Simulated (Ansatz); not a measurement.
# CsMgBiO3 (R3m) in Ansatz: convergence with wavefunction cutoff

Aim: find how far wavefunction cutoff must go before the results for CsMgBiO3 settle, at PBE. This setting moves, with any that are tied to it; all else stays.

All numbers are computed with Ansatz 0.2.0; they aren't measurements. Logs are shortened: lines on timing, memory, paths and dates and some standing lists are left out, and cuts for length are marked.

## 1. Starting point

The structure is trigonal, space group R3m (No. 160). The conventional cell has a = 6.461 Å, b = 6.461 Å, c = 11.391 Å, α = 90.00°, β = 90.00°, γ = 120.00°. Bi (site symmetry 3m) has 3 O at 2.10 Å as nearest neighbours. Cs (site symmetry 3m) is surrounded by 9 O at 3.33 to 3.50 Å and 3 Bi at 3.74 Å and 3 Mg at 3.78 Å. Mg (site symmetry 3m) is surrounded by 3 O at 1.91 Å. Around O (site symmetry m) lie 1 Mg at 1.91 Å and 1 Bi at 2.10 Å.

The cell comes from a database or a generator and needn't be the stable form of this composition.

## 2. With wavefunction cutoff 400 eV

input.yaml

```yaml
crystal:
  lattice:
    - [3.2305168867, 1.8651397941, 3.7970092083]
    - [-3.2305168867, 1.8651397941, 3.7970092083]
    - [0.0, -3.7302795883, 3.7970092083]
  atoms:
    - { symbol: Bi, position: [0.56529855, 0.56529855, 0.56529855] }
    - { symbol: Cs, position: [0.91728165, 0.91728165, 0.91728165] }
    - { symbol: Mg, position: [0.30219174, 0.30219174, 0.30219174] }
    - { symbol: O, position: [0.98223802, 0.49139226, 0.49139226] }
    - { symbol: O, position: [0.49139226, 0.49139226, 0.98223802] }
    - { symbol: O, position: [0.49139226, 0.98223802, 0.49139226] }
hamiltonian:
  xc: pbe
  pseudopotentials: { kind: nc }
kpoints:
  mp_grid: { grid: [5, 5, 5] }
scf:
  occupations: { method: gaussian, width: 0.1 }
output:
  forces: true
  stress: true
  eigenvalues: true
basis:
  ecutwfc: "400 eV"
```

Potentials or basis: Ansatz NC.

The run is started by

```sh
$ ansatz run input.yaml --threads 2 --pin off --max-ram 5632MiB --backend cpu --events-out ev --progress --plain --runs-dir out
```

Standard output:

```text
Warning: basis.ecutwfc = 400 eV is below the records' recommended 1240 eV, and the density's cutoff is lower with it unless basis.ecutrho_ratio is high enough to keep the records' density cutoff: compare with a run at a higher cutoff
Warning: RAYON_NUM_THREADS=2 ignored (pool sized by the plan → 2); use --threads N
Engine: ansatz 0.2.0, aarch64-unknown-linux-gnu
Pseudopotentials: kind: nc
Pseudopotential: Bi, nc, valence charge 15, recommended cutoff 897.975746 eV (normal), Bi.nc.azcp
Pseudopotential: Cs, nc, valence charge 9, recommended cutoff 680.284656 eV (normal), Cs.nc.azcp
Pseudopotential: Mg, nc, valence charge 10, recommended cutoff 1142.878222 eV (normal), Mg.nc.azcp
Pseudopotential: O, nc, valence charge 6, recommended cutoff 1240 eV (normal), O.nc.azcp
Functional definition: PBE
  parameter kappa = 0.804
  parameter beta = 0.06672455060314922
  exchange = pbe_x(kappa = kappa, mu = beta*pi^2/3)
  correlation = pbe_c(beta = beta)
Crystal: 6 atoms, lattice volume = 137.270 Å³
Basis set: ecut = 400 eV, 2527 PW (Γ), exchange–correlation on 72×72×72 points (8 copies of the dense FFT grid, shifted against one another)
Bands: 32, of which v1, the nominal top of the filled ones, is band 26 counted from 1 (25 counted from 0)
Symmetry: 6 space group operations
Space group: R3m (ITA 160), of the structure as read, at distance tolerance 5.2e-5 Å
k-points: 19 of 125 (time reversal used)
Non-local potential: Bi, projectors of the file, l = 0: 3, l = 1: 3, l = 2: 2, l = 3: 1
Non-local potential: Cs, projectors of the file, l = 0: 2, l = 1: 2, l = 2: 2, l = 3: 2
Non-local potential: Mg, projectors of the file, l = 0: 2, l = 1: 2
Non-local potential: O, projectors of the file, l = 0: 2, l = 1: 2, l = 2: 1
Initial density: superposition of atomic densities (chi_scale 0.1, normalization cell, long waves kept (reshape's long-wave potential 0.00 eV rms))
Initial wavefunctions: pseudopotential atomic-orbital guess
Functional: x = pbe(κ = 0.804, μ = 0.2195149727645171), c = pbe(β = 0.06672455060314922)
SCF iter   1: F=—  HF=-6096.233082 eV  |F-HF|=—  |Δ(HF+E_count)|=         —  Δρ=2.81e-1  dr2=4.10e1  ethr=3.10e-3  ⟨swp⟩=19.2  Hψ=6331  notcnv=0
preconditioner: auto → Resta (q_TF=auto, 2.321 Å⁻¹)  ε∞=4.9  [insulator: Δε(μ)=0.610 eV  Ē_g=8.132 eV  σ=0.100 eV  W_gap=1.00  n_scr=26 (ndim 8)  ℏωp=16.2 eV  f_vac=0.044  D(μ)=0.00/eV (n_scr^D=0)  ε∞_Penn≈4.9]
SCF iter   2: F=—  HF=-6085.719936 eV  |F-HF|=—  |Δ(HF+E_count)|=    1.05e1  Δρ=1.17e-1  dr2=5.05e0  ethr=3.10e-3  ⟨swp⟩=7.9  Hψ=2755  notcnv=0  defer=34
SCF iter   3: F=—  HF=-6084.634399 eV  |F-HF|=—  |Δ(HF+E_count)|=    1.09e0  Δρ=5.45e-2  dr2=9.38e-1  ethr=3.10e-3  ⟨swp⟩=3.7  Hψ=1668  notcnv=0  defer=19
automatic band count: iteration 3 solves 31 bands in place of 32: the levels show a gap, and the empty bands left out lie too high to hold charge; the band table lists the bands solved (type scf.n_extra_bands for more)
SCF iter   4: F=—  HF=-6084.496317 eV  |F-HF|=—  |Δ(HF+E_count)|=   1.38e-1  Δρ=2.47e-2  dr2=2.36e-1  ethr=1.80e-3  ⟨swp⟩=4.9  Hψ=1276  notcnv=0
automatic band count: iteration 4 solves 30 bands in place of 31: the levels show a gap, and the empty bands left out lie too high to hold charge; the band table lists the bands solved (type scf.n_extra_bands for more)
SCF iter   5: F=—  HF=-6084.468685 eV  |F-HF|=—  |Δ(HF+E_count)|=   2.76e-2  Δρ=4.25e-3  dr2=9.47e-3  ethr=4.54e-4  ⟨swp⟩=5.1  Hψ=1780  notcnv=0
SCF iter   6: F=—  HF=-6084.471831 eV  |F-HF|=—  |Δ(HF+E_count)|=   3.15e-3  Δρ=8.03e-4  dr2=7.14e-4  ethr=1.82e-5  ⟨swp⟩=4.2  Hψ=1620  notcnv=0
SCF iter   7: F=—  HF=-6084.472325 eV  |F-HF|=—  |Δ(HF+E_count)|=   4.94e-4  Δρ=1.31e-4  dr2=4.23e-5  ethr=1.37e-6  ⟨swp⟩=4.1  Hψ=1654  notcnv=0
SCF iter   8: F=—  HF=-6084.477872 eV  |F-HF|=—  |Δ(HF+E_count)|=   5.55e-3  Δρ=9.59e-5  dr2=1.16e-5  ethr=8.14e-8  ⟨swp⟩=3.9  Hψ=1578  notcnv=0
SCF iter   9: F=—  HF=-6084.477872 eV  |F-HF|=—  |Δ(HF+E_count)|=   3.13e-7  Δρ=1.63e-5  dr2=5.42e-7  ethr=2.24e-8  ⟨swp⟩=4.4  Hψ=1383  notcnv=0
SCF iter  10: F=-6084.477872 eV  HF=-6084.477872 eV  |F-HF|=1.43e-8  |Δ(HF+E_count)|=   2.30e-7  Δρ=8.99e-6  dr2=6.84e-8  ethr=1.92e-10  ⟨swp⟩=18.9  Hψ=5546  notcnv=0
SCF 1 converged in 10 iterations: F = -6084.477872 eV  dr2 = 6.84e-8
SCF converged after 10 iterations
Free energy (F): -6084.477872 eV
Harris-Foulkes:  -6084.477872 eV  (|F-HF|=1.43e-8)
Internal energy: -6084.477872 eV  (E = F + TS)
E sigma→0 (E₀):  -6084.477872 eV
Fermi energy:    6.326947 eV
--- Per-component energies (eV) ---
  E_band       = -612.726865
  E_kinetic    = 2811.654321
  E_local      = -5210.012334  (includes V_loc(G=0)·N_el)
  E_nonlocal   = -836.434442
  E_hartree    = 1866.640176
  E_xc         = -1675.916081
  E_vxc        = -1111.214168  (∫ρ·V_xc dr)
  E_ewald      = -3040.409513
  E_smearing   = -0.000000  (= −TS)
  E_closure    = -0.000000  (closes the sum)
  Σ components = -6084.477872   (vs F -6084.477872, Δ=0.00e0)
--- Forces (eV/Å), atoms counted from 1 ---
  atom   1  Bi    -0.00000000     0.00000000    -1.78110487
  atom   2  Cs     0.00000000     0.00000000    -0.01318203
  atom   3  Mg    -0.00000000     0.00000000    -0.62534695
  atom   4  O     -0.33403775    -0.19285679     0.80649868
  atom   5  O      0.00000000     0.38571357     0.80649868
  atom   6  O      0.33403775    -0.19285679     0.80649868
  max |Σ_I F_I| component: 1.38e-4 eV/Å
--- Stress (GPa, compression-positive) ---
       10.132469       0.000000       0.000000
        0.000000      10.132469       0.000000
       -0.000000       0.000000       3.679691
  P = ⅓ Tr σ = 7.9815 GPa (79.815 kbar)
--- Band table (eV; the first three rows and the last of 19) ---
  k-point 0: bands = ["-80.4153", "-35.2667", "-35.0904", "-35.0904", "-17.1195", "-17.1195", "-16.6266", "-16.5029", "-16.5029", "-15.2677", "-14.6727", "-13.6788", "-13.6788", "-4.2397", "-2.1309", "-2.1309", "-1.9204", "1.0504", "1.7896", "1.7896", "3.6847", "3.6847", "3.7527", "4.2185", "4.2185", "4.5350", "8.1022", "10.2357", "10.2357", "10.7175"]
  k-point 1: bands = ["-80.3981", "-35.0397", "-34.9907", "-34.9573", "-17.0750", "-17.0736", "-16.5544", "-16.5050", "-16.4925", "-15.2275", "-14.6683", "-13.7121", "-13.6610", "-4.2752", "-2.1114", "-2.0640", "-1.9402", "1.0003", "1.8141", "2.0725", "3.5948", "3.7350", "3.8994", "4.0727", "4.2153", "4.4040", "8.4031", "10.1535", "10.5356", "10.6572"]
  k-point 2: bands = ["-80.3790", "-34.9987", "-34.9296", "-34.6066", "-17.0674", "-17.0163", "-16.5278", "-16.4280", "-16.4213", "-15.1591", "-14.6588", "-13.8042", "-13.6567", "-4.3377", "-2.0818", "-1.9766", "-1.9409", "0.9585", "1.8378", "2.5412", "3.2633", "3.7498", "3.7645", "4.1695", "4.2689", "4.4399", "8.4909", "10.0650", "10.6335", "10.7465"]
  k-point 18: bands = ["-80.3794", "-34.8993", "-34.8439", "-34.8089", "-16.9985", "-16.9918", "-16.5360", "-16.4647", "-16.4508", "-15.1288", "-14.6890", "-13.7616", "-13.7143", "-4.8195", "-2.1577", "-2.1399", "-2.0556", "1.9665", "2.1932", "2.4361", "3.8002", "3.9051", "4.0104", "4.2829", "4.5242", "5.3116", "7.3423", "8.4869", "8.7724", "9.9474"]
```

It took 7.9 s on 2 threads of Arm Neoverse V1, shared host; peak memory 0.26 GiB.

Results:

- Free energy: -6084.4779 eV
- Pressure: 8.0 GPa
- Largest force: 1.781 eV/Å
- Band gap on the k mesh: 2.03 eV, direct

## 3. With wavefunction cutoff 500 eV

Edit input.yaml of step 2 so:

```diff
@@ -24,2 +24,2 @@
 basis:
-  ecutwfc: "400 eV"
+  ecutwfc: "500 eV"
```

Potentials or basis: Ansatz NC.

The run is started by

```sh
$ ansatz run input.yaml --threads 2 --pin off --max-ram 5632MiB --backend cpu --events-out ev --progress --plain --runs-dir out
```

Wall time 10 s (2 threads of Arm Neoverse V1, shared host); peak memory 0.3 GiB.

Results:

```
Free energy            : -6152.3488 eV
Pressure               : 1.3 GPa
Largest force          : 0.755 eV/Å
Band gap on the k mesh : 2.39 eV, direct
```

## 4. With wavefunction cutoff 600 eV

Edit input.yaml of step 3 so:

```diff
@@ -24,2 +24,2 @@
 basis:
-  ecutwfc: "500 eV"
+  ecutwfc: "600 eV"
```

The run is started by

```sh
$ ansatz run input.yaml --threads 2 --pin off --max-ram 5632MiB --backend cpu --events-out ev --progress --plain --runs-dir out
```

Wall time 12 s (2 threads of Arm Neoverse V1, shared host); peak memory 0.34 GiB.

What came out:

```
Free energy            : -6183.7247 eV
Pressure               : 0.6 GPa
Largest force          : 0.245 eV/Å
Band gap on the k mesh : 2.55 eV, direct
```

## 5. With wavefunction cutoff 700 eV

Edit input.yaml of step 4 so:

```diff
@@ -24,2 +24,2 @@
 basis:
-  ecutwfc: "600 eV"
+  ecutwfc: "700 eV"
```

The run is started by

```sh
$ ansatz run input.yaml --threads 2 --pin off --max-ram 5632MiB --backend cpu --events-out ev --progress --plain --runs-dir out
```

Run time: 13 s. Hardware: 2 threads of Arm Neoverse V1, shared host; peak memory 0.39 GiB.

What came out:

| Quantity | Value |
| --- | --- |
| Free energy | -6197.6668 eV |
| Pressure | 0.8 GPa |
| Largest force | 0.318 eV/Å |
| Band gap on the k mesh | 2.70 eV, direct |

## 6. With wavefunction cutoff 850 eV

Edit input.yaml of step 5 so:

```diff
@@ -24,2 +24,2 @@
 basis:
-  ecutwfc: "700 eV"
+  ecutwfc: "850 eV"
```

Potentials or basis: Ansatz NC.

The run is started by

```sh
$ ansatz run input.yaml --threads 2 --pin off --max-ram 5632MiB --backend cpu --events-out ev --progress --plain --runs-dir out
```

Run time: 17 s. Hardware: 2 threads of Arm Neoverse V1, shared host; peak memory 0.46 GiB.

It converged, with:

* Free energy: -6204.7542 eV
* Pressure: 0.3 GPa
* Largest force: 0.293 eV/Å
* Band gap on the k mesh: 2.77 eV, direct

## 7. With wavefunction cutoff 1000 eV

Edit input.yaml of step 6 so:

```diff
@@ -24,2 +24,2 @@
 basis:
-  ecutwfc: "850 eV"
+  ecutwfc: "1000 eV"
```

The run is started by

```sh
$ ansatz run input.yaml --threads 2 --pin off --max-ram 5632MiB --backend cpu --events-out ev --progress --plain --runs-dir out
```

Run time: 25 s. Hardware: 2 threads of Arm Neoverse V1, shared host; peak memory 0.54 GiB.

Results (log left out):

- Free energy: -6206.1445 eV
- Pressure: 0.2 GPa
- Largest force: 0.320 eV/Å
- Band gap on the k mesh: 2.78 eV, direct

## 8. With wavefunction cutoff 1200 eV

Edit input.yaml of step 7 so:

```diff
@@ -24,2 +24,2 @@
 basis:
-  ecutwfc: "1000 eV"
+  ecutwfc: "1200 eV"
```

The run is started by

```sh
$ ansatz run input.yaml --threads 2 --pin off --max-ram 5632MiB --backend cpu --events-out ev --progress --plain --runs-dir out
```

Run time: 30 s. Hardware: 2 threads of Arm Neoverse V1, shared host; peak memory 0.66 GiB.

Results (log left out):

```yaml
Free_energy: -6206.3363 eV
Pressure: 0.2 GPa
Largest_force: 0.326 eV/Å
Band_gap_on_the_k_mesh: 2.78 eV, direct
```

## 9. With wavefunction cutoff 1400 eV

Edit input.yaml of step 8 so:

```diff
@@ -24,2 +24,2 @@
 basis:
-  ecutwfc: "1200 eV"
+  ecutwfc: "1400 eV"
```

Potentials or basis: Ansatz NC.

The run is started by

```sh
$ ansatz run input.yaml --threads 2 --pin off --max-ram 5632MiB --backend cpu --events-out ev --progress --plain --runs-dir out
```

Run time: 37 s. Hardware: 2 threads of Arm Neoverse V1, shared host; peak memory 0.79 GiB.

It converged, with:

```
Free energy            : -6206.3394 eV
Pressure               : 0.2 GPa
Largest force          : 0.325 eV/Å
Band gap on the k mesh : 2.78 eV, direct
```

## 10. With wavefunction cutoff 1700 eV

Edit input.yaml of step 9 so:

```diff
@@ -24,2 +24,2 @@
 basis:
-  ecutwfc: "1400 eV"
+  ecutwfc: "1700 eV"
```

The run is started by

```sh
$ ansatz run input.yaml --threads 2 --pin off --max-ram 5632MiB --backend cpu --events-out ev --progress --plain --runs-dir out
```

Run time: 50 s. Hardware: 2 threads of Arm Neoverse V1, shared host; peak memory 0.95 GiB.

It converged, with:

```
Free energy            : -6206.3413 eV
Pressure               : 0.2 GPa
Largest force          : 0.326 eV/Å
Band gap on the k mesh : 2.78 eV, direct
```

## 11. The series at a glance

```csv
wavefunction cutoff,"energy less the tightest run, at zero smearing (meV/atom)",pressure (GPa),largest force (eV/Å),gap on the mesh (eV),SCF cycles,CPU time (s),peak memory (GiB)
400 eV,20310.56,7.98,1.781,2.031,10,16,0.26
500 eV,8998.75,1.27,0.755,2.392,10,20,0.3
600 eV,3769.42,0.60,0.245,2.551,10,23,0.34
700 eV,1445.75,0.76,0.318,2.700,9,27,0.39
850 eV,264.50,0.32,0.293,2.765,10,33,0.46
1000 eV,32.79,0.21,0.320,2.776,10,50,0.54
1200 eV,0.82,0.21,0.326,2.779,10,60,0.66
1400 eV,0.30,0.21,0.325,2.779,10,74,0.79
1700 eV,0.00,0.21,0.326,2.779,10,100,0.95
```

Against the tightest run, the energy stays within 1 meV/atom from 1200 eV on; the pressure stays within 0.1 GPa from 1000 eV on; the largest force stays within 0.005 eV/Å from 1200 eV on; the gap on the mesh stays within 0.01 eV from 1000 eV on. The tightest run that finished is the yardstick and may itself not be fully converged.

Caveats: odd divisions of the mesh miss points on the zone boundary, where band edges often lie, so the gap on the mesh can be too wide; spin-orbit coupling is left out, which as a rule narrows the gap of such compounds by several tenths of an eV.
